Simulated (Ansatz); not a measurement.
**H2Br (doublet): wave-function methods side by side at distance Br1–H2 along a hydrogen transfer = 1.603 Å, cc-pVDZ**

How much of the correlation energy of H2Br (doublet) does each wave-function method recover here?

Computed with Ansatz 0.2.0, Gaussian basis. Level: cc-pVDZ, core rule «outside noble gas», up to 14 orbitals frozen.

The runs, in order: UHF; CCSD(T) on ROHF; CCSD(T) on UHF; BCCD(T) on ROHF; CISD; CCSDT(Q) on ROHF; CCSDT(Q) on UHF; CISDTQ; CCSDTQ on ROHF; CCSDTQ on UHF; CASSCF and MRCISD+Q, 3 electrons in 3 orbitals; CASSCF and NEVPT2, 3 electrons in 3 orbitals; CASSCF and MRCISD+Q, 9 electrons in 6 orbitals; CASSCF and NEVPT2, 9 electrons in 6 orbitals; Full CI.

1 further run of the same task is left out (for a known fault of the program).

### 1 The geometry

The geometry derives from fragments relaxed apart (PBE0/def2-TZVP) and kept rigid, so it is no stationary point. A hydrogen atom is moved between rigid fragments. No spin-orbit coupling is included. The filled d shell of Br may be among the frozen orbitals whatever the setting's name suggests; the logs give the count.

3 atoms, charge 0, spin multiplicity 2.

Atoms are counted from 1 here; the program's logs count them from 0.

Bond lengths: Br1–H2 1.603 Å.

### 2 UHF

in.yaml reads:

```yaml
crystal:
  periodic: [false, false, false]
  atoms:
    - {symbol: Br, position_ang: [0.000000, 0.000000, -1.468667]}
    - {symbol: H, position_ang: [0.000000, 0.000000, 0.134333]}
    - {symbol: H, position_ang: [0.000000, 0.000000, 1.334333]}
basis:
  gaussian: {orbitals: cc-pVDZ}
magnetization: {spin_polarized: true, initial_magnetization: 1}
hamiltonian: {xc: hf}
output: {orbitals: {seedname: orbitals}}
```

Command:

```sh
$ ansatz run in.yaml --threads 1 --pin off --events-out ev --progress --plain --max-ram 4096MiB --backend cpu
```

After this run come: CCSD(T) on ROHF; CCSD(T) on UHF; BCCD(T) on ROHF; CISD; CCSDT(Q) on ROHF; CCSDT(Q) on UHF; CISDTQ; CCSDTQ on ROHF; CCSDTQ on UHF; CASSCF and MRCISD+Q, 3 electrons in 3 orbitals; CASSCF and NEVPT2, 3 electrons in 3 orbitals; CASSCF and MRCISD+Q, 9 electrons in 6 orbitals; CASSCF and NEVPT2, 9 electrons in 6 orbitals; Full CI.

**Question.** What will the summary of the whole plan be? Wanted: FCI below the RHF energy; RMP2 from FCI; UMP2 from FCI; RCCSD from FCI; RCCSD(T) from FCI; UCCSD(T) from FCI; RCCSDT(Q) from FCI; UCCSDT(Q) from FCI; NEVPT2 pair from FCI.

The runs gave:

| quantity | value |
| --- | --- |
| FCI below the RHF energy | -4.3409 eV |
| RMP2 from FCI | +14.47 kcal/mol |
| UMP2 from FCI | +14.40 kcal/mol |
| RCCSD from FCI | +2.13 kcal/mol |
| RCCSD(T) from FCI | +0.44 kcal/mol |
| UCCSD(T) from FCI | +0.41 kcal/mol |
| RCCSDT(Q) from FCI | +0.02 kcal/mol |
| UCCSDT(Q) from FCI | +0.01 kcal/mol |
| NEVPT2 pair from FCI | +10.93 kcal/mol |
| NEVPT2 valence from FCI | +18.31 kcal/mol |
| MRCISD+Q valence from FCI | 0.00 kcal/mol |
| levels within 1 kcal/mol (43 meV) | RCCSD(T), UCCSD(T), BCCD(T), RCCSDT, UCCSDT, CISDTQ, RCCSDT(Q), UCCSDT(Q), RCCSDTQ, UCCSDTQ, MRCISD+Q valence |
| T1 diagnostic | 0.032 |
| effectively unpaired electrons | 1.04 |

What this shows: RCCSD(T) misses by +0.44 kcal/mol, 0.4 % of the correlation energy. One determinant dominates. Of the multireference levels listed MRCISD+Q valence comes nearest in total energy (0.00 kcal/mol), which doesn't show that its space is the better one. These misses are within one basis, not against nature; the frozen cores of restricted and unrestricted runs differ, which can shift their rows.
